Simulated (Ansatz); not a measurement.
# H7InO4Si: the cost of one run

Method: the settings change from run to run; program: Ansatz 0.2.0, Gaussian basis.

1 further run of the same task is left out (for a known fault of the program). Runs told in other sessions of the task aren't counted.

**1. The molecule**

The structure was relaxed beforehand with PBE0-D4 in a triple-zeta def2 set. In takes a core potential in def2 sets; no spin-orbit term is included.

13 atoms, charge 0, spin multiplicity 1.

Atoms are counted from 1 here; the program's logs count them from 0.

Bond lengths: O1–In2 1.982 Å, O1–H7 0.960 Å, In2–O3 2.067 Å, In2–O4 1.976 Å, In2–O5 2.176 Å, O3–H8 0.960 Å, O4–H9 0.960 Å, O5–Si6 1.751 Å, O5–H10 0.959 Å, Si6–H11 1.481 Å, Si6–H12 1.488 Å, Si6–H13 1.518 Å. Angles: In2–O1–H7 113.7°, O1–In2–O3 108.4°, O1–In2–O4 128.5°, O1–In2–O5 112.3°, O3–In2–O4 118.3°, O3–In2–O5 68.3°, O4–In2–O5 104.4°, In2–O3–H8 117.5°, In2–O4–H9 113.0°, In2–O5–Si6 110.2°, In2–O5–H10 135.4°, Si6–O5–H10 114.3°, O5–Si6–H11 117.6°, O5–Si6–H12 119.9°, O5–Si6–H13 91.4°, H11–Si6–H12 117.9°, H11–Si6–H13 100.8°, H12–Si6–H13 99.5°.

**2. B97M-V/def2-TZVPD**

Options: atoms shaken by 0.08 Å, high accuracy, the search for lower states set to off.

in.yaml

```yaml
crystal:
  periodic: [false, false, false]
  atoms:
    - {symbol: O, position_ang: [-0.588215, 2.327975, 1.496940]}
    - {symbol: In, position_ang: [-0.944905, 0.715992, 0.347126]}
    - {symbol: O, position_ang: [-0.019311, -1.043327, 0.922465]}
    - {symbol: O, position_ang: [-2.720342, 0.620070, -0.817215]}
    - {symbol: O, position_ang: [0.660498, 0.019341, -1.068665]}
    - {symbol: Si, position_ang: [1.541958, -1.395698, -0.307775]}
    - {symbol: H, position_ang: [-1.063361, 2.886908, 1.499042]}
    - {symbol: H, position_ang: [0.179826, -1.010391, 1.905683]}
    - {symbol: H, position_ang: [-3.227781, 1.197835, -0.545983]}
    - {symbol: H, position_ang: [1.036730, 0.303713, -1.817120]}
    - {symbol: H, position_ang: [0.741359, -2.689838, -0.482315]}
    - {symbol: H, position_ang: [2.288724, -1.158195, 0.741207]}
    - {symbol: H, position_ang: [2.592752, -1.418169, -1.373430]}
basis:
  gaussian: {orbitals: def2-TZVPD}
hamiltonian: {xc: {name: B97M-V}}
accuracy: high
scf: {lower_state_search: off}
```

The run is started by

```sh
> ansatz run in.yaml --threads 4 --pin off --events-out ev --progress --plain --max-ram 11315MiB
```

What time and memory should one allow on 4 threads of Intel Xeon at 2.70GHz, shared host?

About 44 s, with a peak of 2.7 GiB.
